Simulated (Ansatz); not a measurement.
## Li2RhN2 in Ansatz: convergence with n extra bands

The system is Li2RhN2.

```
CELL_PARAMETERS angstrom
3.22146 0.00000 0.00000
-1.61073 2.78987 0.00000
0.00000 0.00000 5.07597
ATOMIC_POSITIONS crystal
Rh 0.01281 0.01098 0.98831
N 0.34512 0.68822 0.20833
N 0.69822 0.35558 0.79642
Li 0.33835 0.66520 0.64502
Li 0.65959 0.34305 0.36239
```

The cell comes from a database or a generator and needn't be the stable form of this composition.

The cell isn't the ideal one: atoms moved at random, drawn with an rms of 0.05 Å.

```yaml
Program: Ansatz 0.2.0
Task: convergence study
Functional: PBE
Potentials_or_basis: PseudoDojo standard (PBE files)
Cutoff: 1197 eV
Density_cutoff: 4789 eV
k_mesh: 7 × 7 × 4
Occupations: cold, width 0.1 eV
Spin: no spin polarisation
```

These are the settings of the first run; the series varies n extra bands, with any setting tied to it.

Hardware: 2 threads of Arm Neoverse V2, on a shared host.

```
n extra bands  energy less the tightest run, at zero smearing (meV/atom)  SCF cycles  CPU time (s)  peak memory (GiB)
            1                                                       0.00          11            27               0.49
            2                                                       0.00          11            27                0.5
            4                                                       0.00          11            30               0.52
            8                                                       0.00          11            34               0.55
           16                                                       0.00          11            47               0.61
           32                                                       0.00          11            58               0.74
```

Against the tightest run, the energy stays within 1 meV/atom from 1 on. The tightest run that finished is the yardstick and may itself not be fully converged.
